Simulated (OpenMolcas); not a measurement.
**Ce³⁺ with 6 ligands (fluoride): CASSCF and CASPT2 levels and susceptibility**

Which state of Ce³⁺ lies lowest among these ligands, how large is the field, and what χT follows?

The numbers are computed with OpenMolcas 26.06 (state-averaged CASSCF and CASPT2, spin-orbit coupling by RASSI with atomic mean-field integrals), except any that are marked as measured or tabulated.

## (1) The atom as given

| Quantity | Value |
| --- | --- |
| Species | Ce³⁺ (cerium, Z = 58, 55 electrons) |
| Basis | ANO-RCC-VDZP [7s6p4d2f1g], 152 functions with the ligands |
| Scalar Hamiltonian | DKH2, point nucleus |
| Inactive shells | 1s 2s 2p 3s 3p 3d 4s 4p 4d 5s 5p of the metal, and all ligand shells |
| Active space | 1 electron in 7 orbitals (4f) |
| Some configurations of this space | 4f |
| Orbitals | optimised for the highest spin of each parity, averaged over all roots |

Outer shells as boxes (Hund's rule):

4f
```
4f [↑ ][  ][  ][  ][  ][  ][  ]
```

Ce³⁺ is taken with 6 ligands (fluoride) in octahedron coordination (Oh) at 2.43 Å. A charge of +0.5 e stands 2.6 Å behind each ligand. Ligand basis ANO-RCC-VDZP. The distances are assumed, not relaxed.

```xyz
7

Ce    0.0000    0.0000    0.0000
F     2.4300    0.0000    0.0000
F     0.0000    2.4300    0.0000
F    -2.4300    0.0000    0.0000
F     0.0000   -2.4300    0.0000
F     0.0000    0.0000    2.4300
F     0.0000    0.0000   -2.4300
```

The work runs as a chain of OpenMolcas steps in one folder; each step below is one input file. Labels, J, g values, rates, χT and fits are worked out afterwards by a script from the matrices that RASSI stores. The input lists half of the charges; inversion (Group=XYZ) makes the rest.

## (2) GATEWAY and SEWARD: basis and integrals

a.inp reads:

```
&GATEWAY
Coord
7

Ce 0.0 0.0 0.0
F 2.430000 0.000000 0.000000
F 0.000000 2.430000 0.000000
F -2.430000 0.000000 0.000000
F 0.000000 -2.430000 0.000000
F 0.000000 0.000000 2.430000
F 0.000000 0.000000 -2.430000
Basis=Ce.ANO-RCC-VDZP,F.ANO-RCC-VDZP
Group=XYZ
NoMove
AngMom=0.0 0.0 0.0
AMFI
RICD
XField
3 Angstrom 0
5.030000 0.000000 0.000000 0.500000
0.000000 5.030000 0.000000 0.500000
0.000000 0.000000 5.030000 0.500000
&SEWARD
```

Started as:

```bash
$ OMP_NUM_THREADS=1 MOLCAS_MEM=2457 MOLCAS_PROJECT=a pymolcas a.inp > a.log
```

## (3) CASSCF: doublets of odd parity, 7 roots

a.inp reads:

```
&RASSCF
FileOrb=start.orb
Symmetry=2
Spin=2
nActEl=1 0 0
Inactive=30 27
Ras2=0 7
CIRoot=7 7 1
SDav=7
CIMx=300
Iter=150 100
PrWF=0.3
OrbListing=Nothing
MaxOrb=0
LevShft=1.0
>>> COPY $Project.JobIph JOB001
```

start.orb holds start orbitals that the driver prepared beforehand, or those of the step before.

## (4) RASSI: spin-orbit coupling between the states

a.inp reads:

```
&RASSI
NrOfJobIphs=1 7
1 2 3 4 5 6 7
IphNames
JOB001
EJob
SpinOrbit
DIPRint=1.0
SOCoupling=1000.0
Subsets=2
Property=9
'ANGMOM' 1 'ANGMOM' 2 'ANGMOM' 3 'MLTPL  1' 1 'MLTPL  1' 2 'MLTPL  1' 3
'AMFI' 1 'AMFI' 2 'AMFI' 3
SOProperty=3
'ANGMOM' 1 'ANGMOM' 2 'ANGMOM' 3
```

## (5) CASPT2: IPEA 0.25, imaginary shift 0.1 (closed shells correlated: 5s 5p of the metal, with ligand shells; the Frozen line counts the rest)

a.inp reads:

```
>>> COPY JOB001 $Project.JobIph
&CASPT2
Multistate=7 1 2 3 4 5 6 7
NoMult
Frozen=17 12
IPEA=0.25
Imaginary=0.1
MaxIter=60
WThr=0.0 0.3 0.05
PrWF=0.5
NoMix
```

(Steps that only read results are left out.)

Before running it: what results should come out? Wanted: spin-free ground state; first state of the same spin within the active space; lowest level; next level.

**Answer**, as computed:

```
                                            quantity                                                                                                                                          value
                                              method  SS-CASPT2, IPEA 0.25, imaginary shift 0.1 (closed shells correlated: 5s 5p of the metal, with ligand shells; the Frozen line counts the rest)
                              spin-free ground state                                                                                                                2A2, 1-fold in its orbital part
first state of the same spin within the active space                                                                                                                                2T2 at 305 cm⁻¹
                                        lowest level                                                                                                                2-fold Γ7, g = 1.32, 1.32, 1.32
                                          next level                                                                                                                                     693.6 cm⁻¹
                                         χT at 300 K                                                                                                                                 0.51 cm³ K/mol
                           effective moment at 300 K                                                                                                                                        2.02 μB
```

Cost by method:

```tsv
method	time of its own steps	time with the reference
A. CASSCF	14 s	14 s
B. SS-CASPT2, IPEA 0.25, imaginary shift 0.1, +5s 5p	28 s	42 s
```

Times are of one thread on a shared host.

**Reading.** The spin-free ground state (2A2) comes to 100 % from free-ion F terms and keeps the highest spin of the shell. CASPT2 does not keep the components of a term degenerate, and the means are used.
